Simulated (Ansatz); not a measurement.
**C2H5NOSn: up Jacob's ladder to CCSD(T)**

One table from this session's results is given with a row withheld; the runs are named, their logs left out.

Program: Ansatz 0.2.0, Gaussian basis. Level of theory: functionals in def2-TZVPP, the program's frozen cores in correlated methods. These are calculated values, not measurements.

Levels to be run: LDA (SPW92), PBE-D4, revPBE-D4, BLYP-D4, r2SCAN-D4, B97M-V, PBE0-D4, B3LYP-D4, r2SCANh-D4, r2SCAN0-D4, HSE06-D4, BHLYP-D4, CAM-B3LYP-D4, LC-ωPBE, ωB97X-V, ωB97M-V, B2PLYP, PBE-QIDH; CCSD(T)/def2-SVP; CCSD(T)/def2-TZVPP; MP2/def2-QZVPP; extrapolation to the limit; RPA on PBE.

### The geometry

An earlier PBE0-D4 in a triple-zeta def2 set relaxation fixed the geometry. Sn takes the def2 core potential; no spin-orbit term is included.

SMILES `[CH3][SnH2][N]=C=O`, 10 atoms, charge 0, spin multiplicity 1.

Atoms are counted from 1 here; the program's logs count them from 0.

Bond lengths: C1–Sn2 2.123 Å, C1–H6 1.090 Å, C1–H7 1.090 Å, C1–H8 1.090 Å, Sn2–N3 2.031 Å, Sn2–H9 1.704 Å, Sn2–H10 1.707 Å, N3–C4 1.199 Å, C4–O5 1.170 Å. Angles: Sn2–C1–H6 109.4°, Sn2–C1–H7 109.2°, Sn2–C1–H8 110.5°, H6–C1–H7 109.2°, H6–C1–H8 109.3°, H7–C1–H8 109.3°, C1–Sn2–N3 104.1°, C1–Sn2–H9 113.8°, C1–Sn2–H10 114.2°, N3–Sn2–H9 105.1°, N3–Sn2–H10 106.4°, H9–Sn2–H10 112.2°, Sn2–N3–C4 140.8°, N3–C4–O5 176.7°.

The first run:

File in.yaml:

```yaml
crystal:
  periodic: [false, false, false]
  atoms:
    - {symbol: C, position_ang: [-1.755617, -0.204029, 0.431671]}
    - {symbol: Sn, position_ang: [0.046314, -0.529971, -0.642205]}
    - {symbol: N, position_ang: [1.470301, 0.362623, 0.497635]}
    - {symbol: C, position_ang: [2.465600, 1.022346, 0.391540]}
    - {symbol: O, position_ang: [3.440153, 1.668352, 0.355920]}
    - {symbol: H, position_ang: [-1.942937, 0.866635, 0.507385]}
    - {symbol: H, position_ang: [-1.656348, -0.622765, 1.432740]}
    - {symbol: H, position_ang: [-2.593755, -0.681094, -0.076608]}
    - {symbol: H, position_ang: [0.509509, -2.167966, -0.728140]}
    - {symbol: H, position_ang: [0.099780, 0.234668, -2.166940]}
basis:
  gaussian: {orbitals: def2-TZVPP}
hamiltonian: {xc: lda}
output: {orbitals: {seedname: orbitals}}
```

Run with:

```sh
$ ansatz run in.yaml --threads 2 --pin off --events-out ev --progress --plain --max-ram 22528MiB --backend cpu
```

Steps of the session up to this table: LDA; PBE-D4 (GGA); revPBE-D4 (GGA); BLYP-D4 (GGA); r2SCAN-D4 (meta-GGA); B97M-V (meta-GGA); B3LYP-D4 (hybrid); r2SCANh-D4 (hybrid); r2SCAN0-D4 (hybrid); HSE06-D4 (hybrid); BHLYP-D4 (hybrid); CAM-B3LYP-D4 (range-separated); LC-ωPBE (range-separated); ωB97X-V (range-separated); ωB97M-V (range-separated); B2PLYP (double hybrid); PBE-QIDH (double hybrid).

One of the session's tables, all rows but one given; the rest of the session is left out.

It belongs to the step «Frontier levels by functional». 

```
  functional  HOMO (eV)  gap (eV)
 LDA (SPW92)      -6.85      5.46
      PBE-D4      -6.65      5.51
   revPBE-D4      -6.58      5.54
     BLYP-D4      -6.52      5.45
   r2SCAN-D4          ?         ?
      B97M-V      -7.00      6.03
     PBE0-D4      -8.02      7.64
    B3LYP-D4      -7.78      7.15
  r2SCANh-D4      -7.46      6.95
  r2SCAN0-D4      -8.23      8.10
    HSE06-D4      -7.62      6.88
    BHLYP-D4      -9.27      9.55
CAM-B3LYP-D4      -9.37      9.81
     LC-ωPBE     -10.70     12.26
     ωB97X-V     -10.35     11.75
     ωB97M-V     -10.24     11.27
```

**Question.** Estimate the row for r2SCAN-D4.

Worked estimate for «HOMO (eV)». Against the share of exact exchange, r2SCANh-D4 (0.1, -7.46), r2SCAN0-D4 (0.25, -8.23) give a slope of -5.13 per unit share; at 0 the line stands at -6.95.

As computed: HOMO (eV): -6.95; gap (eV): 6.17. In «HOMO (eV)» the line misses by 0.00.
